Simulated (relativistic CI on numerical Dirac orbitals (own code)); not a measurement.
# Cu: the cost of one run

Program: relativistic CI on numerical Dirac orbitals (own code) version 3. Level of theory: charge-transfer multiplet model of a cubic metal-ligand cluster with up to 3 ligand holes, Slater and spin-orbit integrals from Dirac-Coulomb-Breit ions, Slater integrals scaled by 0.7. These are calculated values, not measurements, unless marked.

### Step 1. The atom as given

```
ion                  : Cu⁴⁺ (Cu V)
nuclear charge       : 29
electrons            : 25
d electrons          : 7
ligand holes at most : 3
parameters           : in eV; Veg, Vt2g hoppings, tenDq and tenDqL metal and ligand splittings (negative tenDq: tetrahedral), red the scaling of hopping with a core hole
temperature          : 20 K
widths               : Lorentz 0.4 eV, Gauss 0.3 eV
```

### Step 2. Upd = 9.9 eV

Settings of the run:

```ini
cluster ion=Cu4+ d7 ligand_holes=3 slater_scale=0.7
Delta=-1.3 Udd=8.3 Upd=9.9 tenDq=-0.15 tenDqL=0 Veg=1.88 Vt2g=-3.19 red=1
spectrum xas L2,3 T=20 lorentz=0.4 gauss=0.3
```

Run with:

```sh
$ python run_levels.py task.json out
```

One command runs all members of the session, one after another, from task.json.

What time and memory should one allow on 1 thread of Neoverse-V1, shared host?

About 2.5 s, with a peak of 0.2 GiB.
